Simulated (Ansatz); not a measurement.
# LaGdCl2O2: the cost of one run

Method: DFT PBEsol+U (U_eff = 6 eV on Gd 4f), scalar-relativistic, plane waves, PAW, in Ansatz 0.2.0.

3 further runs of the same task are left out: 3 set aside as unsound or not needed. Runs told in other sessions of the task aren't counted.

## 1. The system as given

The cell holds 24 atoms (Cl8Gd4La4O8): a = 7.994 Å, b = 7.994 Å, c = 8.799 Å, α = 117.02°, β = 117.02°, γ = 90.00°.

The coordinates of this cell stand in the input of its own run.

The host was relaxed before at PBEsol+U (U_eff = 6 eV on Gd 4f): a = 3.997 Å, b = 3.997 Å, c = 6.744 Å, α = 90.00°, β = 90.00°, γ = 90.00° (conventional cell), 17.956 Å³/atom.

Places, in fractions of the supercell: a vacancy on O at (0.996, 0.746, 0.993); O as an interstitial at (0.000, 0.250, 0.500). Its neighbours start displaced at random, with a spread of 0.04 Å in each coordinate.

## 2. Band edges of the host over the zone

input.yaml

```yaml
crystal:
  lattice:
    - [3.9969678321, 0.0, 0.0]
    - [0.0, 3.9969678321, 0.0]
    - [0.0, 0.0, 6.7438032563]
  atoms:
    - { symbol: Cl, position: [0.0, 0.0, 0.6323240734] }
    - { symbol: Cl, position: [0.5, 0.5, 0.3763265239] }
    - { symbol: Gd, position: [0.5, 0.5, 0.8279612832], spin: 7.54 }
    - { symbol: La, position: [0.0, 0.0, 0.176481972] }
    - { symbol: O, position: [0.5, 0.0, 0.9927525737] }
    - { symbol: O, position: [0.0, 0.5, 0.9927525737] }
basis:
  ecutwfc: 420
  xc_grid: 2
kpoints:
  mp_grid: { grid: [6, 6, 4] }
  band_path: { path: [VBM, CBM], npoints: 2 }
hamiltonian:
  xc: pbesol
  hubbard: { sites: [{ species: Gd, l: f, u_eff: 6.0 }] }
scf:
  occupations: { method: gaussian, width: 0.02 }
  lower_state_search: "off"
output:
  forces: true
  stress: true
  eigenvalues: true
  populations: true
  hubbard: { sites: [{ species: Gd, l: f }] }
magnetization:
  spin_polarized: true
checkpoint:
  read: start.run
  write: ck
  compress: false
  write_wavefunctions: false
  write_every: 100000
```

It reads its starting density from start.run, saved by an earlier run on this cell.

The run is started by

```console
$ ansatz run input.yaml --threads 8 --pin off --max-ram 14336MiB --backend cpu --events-out ev --progress --plain --runs-dir out
```

What time and memory should one allow on 8 threads of AMD EPYC 9R45 (Zen 5), shared host?

About 5 s, with a peak of 0.93 GiB.
